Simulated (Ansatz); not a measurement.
# MnS (R-3m): equation of state

The task here is to estimate one member of a computed series from the others.

The COD entry's cell or inner coordinates are ideal or old and differ from later refinements, so a difference from it is no clean test against experiment.

Computed with Ansatz 0.2.0 (DFT PBE+U (U_eff = 3.9 eV on Mn 3d), scalar-relativistic, plane waves, PAW, unless a step's input says otherwise).

These runs use a low cutoff (300 eV) and a coarse mesh on purpose, to show what cheap settings give: their numbers aren't properties of the material.

## The starting structure

It takes space group R-3m (No. 166, trigonal). The conventional cell has a = 3.746 Å, b = 3.746 Å, c = 9.082 Å, α = 90.00°, β = 90.00°, γ = 120.00°. Mn (site symmetry -3m) has 6 S at 2.64 Å as nearest neighbours. Around S (site symmetry -3m) lie 6 Mn at 2.64 Å.

As a file:

```
CELL_PARAMETERS angstrom
-2.61281 -2.61281 5.26163
-5.26163 -2.61281 2.61281
-2.61281 -5.26163 2.61281
ATOMIC_POSITIONS crystal
Mn 0.00000 0.00000 0.00000
S 0.25000 0.25000 0.25000
Mn 0.50000 0.50000 0.50000
S 0.75000 0.75000 0.75000
```

This cell comes from an earlier session at PBE+U (U_eff = 3.9 eV on Mn 3d): 18.395 Å³/atom at 0.00 GPa, on a 4×4×4 mesh. The large moments point both ways and cancel.

Volume factors to run: 0.980, 1.020, 0.960, 1.040.

Set-up of the first run:

Contents of input.yaml:

```yaml
crystal:
  lattice:
    - [-2.5952764465, -2.5952764465, 5.2263198613]
    - [-5.2263198613, -2.5952764465, 2.5952764465]
    - [-2.5952764465, -5.2263198613, 2.5952764465]
  atoms:
    - { symbol: Mn, position: [0.0, 0.0, 0.0], spin: 4.9 }
    - { symbol: S, position: [1.2499999997, -0.7500000003, -0.7500000003] }
    - { symbol: Mn, position: [0.5, 0.5, 0.5], spin: -4.9 }
    - { symbol: S, position: [1.7500000003, -0.2499999997, -0.2499999997] }
basis:
  ecutwfc: 300
  ecutrho_ratio: 4
kpoints:
  mp_grid: { grid: [4, 4, 4] }
hamiltonian:
  xc: pbe
  hubbard:
    sites:
      - { species: Mn, l: d, u_eff: 3.9, starting_ns: start.occupation_matrices }
    ns_hold: { iters: 6 }
scf:
  occupations: { method: gaussian, width: 0.05 }
  lower_state_search: "off"
output:
  forces: true
  stress: true
  eigenvalues: true
  populations: true
magnetization:
  spin_polarized: true
relax:
  f_tol: 0.01
  max_steps: 40
  cell: { stress_tol: 0.1, fix: [volume] }
```

The open shells start from the occupation matrices of the run at the neighbouring geometry (file start.occupation_matrices).

On the command line:

```console
$ ansatz run input.yaml --threads 1 --pin off --max-ram 2560MiB --backend cpu --events-out ev --progress --plain --runs-dir out
```

Steps of the session up to this table: Scaling the volume by 0.980; At 1.020 of the relaxed volume; Scaling the volume by 0.960; At 1.040 of the relaxed volume.

One table of the session follows, with a row left open; its other results are not shown here.

It belongs to the step «Energy and pressure against volume». 

| volume (Å³/atom) | energy (meV/atom) | pressure (GPa) | gap (eV) | moment of atom 1 (μB) |
| --- | --- | --- | --- | --- |
| 17.660 | 6.64 | 3.34 | 2.29 | 4.41 |
| 18.027 | ? | ? | ? | ? |
| 18.395 | 0.01 | 0.00 | 2.25 | 4.46 |
| 18.763 | 0.00 | -1.44 | 2.23 | 4.47 |
| 19.131 | 4.59 | -2.72 | 2.21 | 4.49 |

Estimate the missing values for volume (Å³/atom) = 18.027.

Worked estimate for «energy (meV/atom)». A straight line through the neighbours (17.660, 6.64) and (18.395, 0.01) gives 6.64 + (0.01 − 6.64) × (18.027 − 17.660) / (18.395 − 17.660) = 3.33; a parabola fitted to 3 rows on both sides gives 2.23.

As computed: energy (meV/atom): 1.71; pressure (GPa): 1.58; gap (eV): 2.27; moment of atom 1 (μB): 4.43. In «energy (meV/atom)» the line misses by +1.62 and the parabola by +0.52.

To keep in mind: Warnings in the runs' records: cutoff below recommended, anti translation declined, stability check not made.
